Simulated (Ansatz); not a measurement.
## CaMg₇, space group P-6m2: a scan of one input key, step by step

Program: Ansatz's Python interface.

Notebook, run cell by cell (the value of a cell's last expression is shown):

In [1]:
```python
import ansatz as az
```

In [2]:
```python
SMEARING = "Fermi-Dirac"
CUTOFF = 450
KGRID = (4, 4, 4)
```

In [3]:
```python
lattice = az.Lattice.of(
    [6.647729, 0.0, 0.0],
    [-3.323864, 5.757102, 0.0],
    [0.0, 0.0, 5.257563],
)
sites = [
    ("Ca", [0.0, 0.0, 0.5]),
    ("Mg", [0.004628, 0.502314, 0.5]),
    ("Mg", [0.497686, 0.502314, 0.5]),
    ("Mg", [0.497686, 0.995372, 0.5]),
    ("Mg", [0.170198, 0.340396, 0.0]),
    ("Mg", [0.170198, 0.829802, 0.0]),
    ("Mg", [0.659604, 0.829802, 0.0]),
    ("Mg", [2 / 3, 1 / 3, 0.0]),
]
cell = az.Crystal(lattice=lattice)
for symbol, position in sites:
    cell = cell.atom(symbol, position)
```

In [4]:
```python
model = (
    cell.calculation()
    .functional(az.Functional.PBESOL)
    .pseudopotentials("paw")
    .occupations(SMEARING)
    .basis(CUTOFF)
    .kpoints(*KGRID)
    .band_table()
)
typed = model.input()
rows = []
for value in [1, 2, 3]:
    edited = typed.set(az.key.basis.xc_grid, value)
    summary = az.Session.from_dict(edited).plan().execute().report
    rows.append((value, summary["free_energy_ev"], summary["n_iterations"], len(summary["eigenvalues_ev"][0]) if "eigenvalues_ev" in summary else 0))
for row in rows:
    print("; ".join(f"{name} = {round(v, 4) if isinstance(v, float) else v}" for name, v in zip(["xc grid", "F eV", "iterations", "bands listed"], row)))
```
```text
xc grid = 1; F eV = -15178.1287; iterations = 6; bands listed = 48
xc grid = 2; F eV = -15178.1287; iterations = 6; bands listed = 48
xc grid = 3; F eV = -15178.1287; iterations = 6; bands listed = 48
```

Notes:
- Absolute energies stand on the zero of these potentials, so only differences at equal settings mean something. A total without «per atom» is that of the whole cell that was run.
- The mesh is modest for a metal, so energies can be off by several to tens of meV an atom and pressures by half a GPa or more; differences at equal mesh fare better.
- The structure comes from a database of computed cells and needn't be a stable or known phase.
- Hardware and time: 16 s on 1 thread of Arm Neoverse V2 (shared host), peak memory 0.52 GiB.
